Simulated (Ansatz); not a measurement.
# Hg: stress in a strained cell

Hg is deformed so: equal xx and yy strain of -2 %. What stress and forces result, by LAPW, PAW and all-electron datasets made for the crystal?

Program: Ansatz 0.2.0. Level of theory: DFT PBEsol, scalar-relativistic. These are calculated values, not measurements.

**1. The starting structure**

It takes space group P6/mmm (No. 191, hexagonal). The conventional cell has a = 4.540 Å, b = 4.540 Å, c = 3.870 Å, α = 90.00°, β = 90.00°, γ = 120.00°. Hg (site symmetry -6m2) is surrounded by 3 Hg at 2.62 Å. Around Hg (site symmetry 6/mmm) lie 12 Hg at 3.26 Å.

Structure file:

```cif
data_structure
_symmetry_space_group_name_H-M 'P6/mmm'
_symmetry_Int_Tables_number 191
_cell_length_a 4.5400
_cell_length_b 4.5400
_cell_length_c 3.8700
_cell_angle_alpha 90.000
_cell_angle_beta 90.000
_cell_angle_gamma 120.000
_cell_volume 69.08
loop_
_atom_site_label
_atom_site_type_symbol
_atom_site_symmetry_multiplicity
_atom_site_Wyckoff_symbol
_atom_site_fract_x
_atom_site_fract_y
_atom_site_fract_z
_atom_site_occupancy
Hg1 Hg 2 d 0.33333 0.66667 0.50000 1
Hg2 Hg 1 a 0.00000 0.00000 0.00000 1
```

The file gives the conventional cell by its symmetry; the runs use the cell typed in the input.

Atoms are numbered in the order of the input: Hg1, Hg2, Hg3.

**2. The deformed structure**

Space group P6/mmm before, P6/mmm after.

**3. Full-potential LAPW**

input.yaml reads:

```yaml
crystal:
  lattice:
    - [4.4492019804, 0.0, 0.0]
    - [-2.2246009902, 3.8531219415, 0.0]
    - [0.0, 0.0, 3.87]
  atoms:
    - { symbol: Hg, position: [0.3333333333, 0.6666666667, 0.5] }
    - { symbol: Hg, position: [0.0, 0.0, 0.0] }
    - { symbol: Hg, position: [0.6666666667, 0.3333333333, 0.5] }
kpoints:
  mp_grid: { grid: [8, 8, 9] }
  band_path:
    path:
      - [0.0, 0.0, 0.0]
      - [0.5, 0.0, 0.0]
      - [0.3333333333, 0.3333333333, 0.0]
      - [0.0, 0.0, 0.0]
      - [0.0, 0.0, 0.5]
      - [0.5, 0.0, 0.5]
      - [0.3333333333, 0.3333333333, 0.5]
      - [0.0, 0.0, 0.5]
      - [0.5, 0.0, 0.5]
    npoints: 5
scf:
  occupations: { method: fermi_dirac, width: 0.05 }
hamiltonian:
  xc: pbesol
  pseudopotentials: { kind: all_electron, lapw: { basis_error: 0.0005 } }
output:
  forces: true
  stress: true
  eigenvalues: true
```

Command:

```bash
$ ansatz run input.yaml --threads 1 --pin off --max-ram 4096MiB --backend cpu --events-out ev --progress --plain --runs-dir out
```

**4. Frozen-core PAW**

input.yaml reads:

```yaml
crystal:
  lattice:
    - [4.4492019804, 0.0, 0.0]
    - [-2.2246009902, 3.8531219415, 0.0]
    - [0.0, 0.0, 3.87]
  atoms:
    - { symbol: Hg, position: [0.3333333333, 0.6666666667, 0.5] }
    - { symbol: Hg, position: [0.0, 0.0, 0.0] }
    - { symbol: Hg, position: [0.6666666667, 0.3333333333, 0.5] }
kpoints:
  mp_grid: { grid: [8, 8, 9] }
scf:
  occupations: { method: fermi_dirac, width: 0.05 }
hamiltonian:
  xc: pbesol
  pseudopotentials: { kind: paw }
output:
  forces: true
  stress: true
  eigenvalues: true
  efg: { contact_densities: true }
```

**5. All-electron PAW on datasets made for the crystal**

input.yaml: that of step 4 with these lines changed.

```diff
@@ -15,3 +15,3 @@
   xc: pbesol
-  pseudopotentials: { kind: paw }
+  pseudopotentials: { kind: all_electron, datasets: crystal }
 output:
```

(Steps that only read results are left out.)

Before running it: what results should come out? Wanted: pressure; largest shear or deviatoric stress.

The runs gave:

| quantity | value |
| --- | --- |
| pressure | LAPW 12.44, PAW 12.43, crystal datasets 12.44 GPa |
| largest shear or deviatoric stress (LAPW) | 11.61 GPa |

**Reading.** The largest part of the stress beyond the pressure is 11.61 GPa in size, in the zz component; the atoms are carried along and not relaxed. No run of the undeformed cell stands beside it, so pressure and stress hold what the given cell had before the change, as far as its symmetry allows. PAW: stress within 0.03 GPa of LAPW. Crystal datasets: stress within 0.01 GPa of LAPW. Spin-orbit coupling is left out, though the cell holds Hg; in elements this heavy it can shift bands and gaps by tenths of an eV.
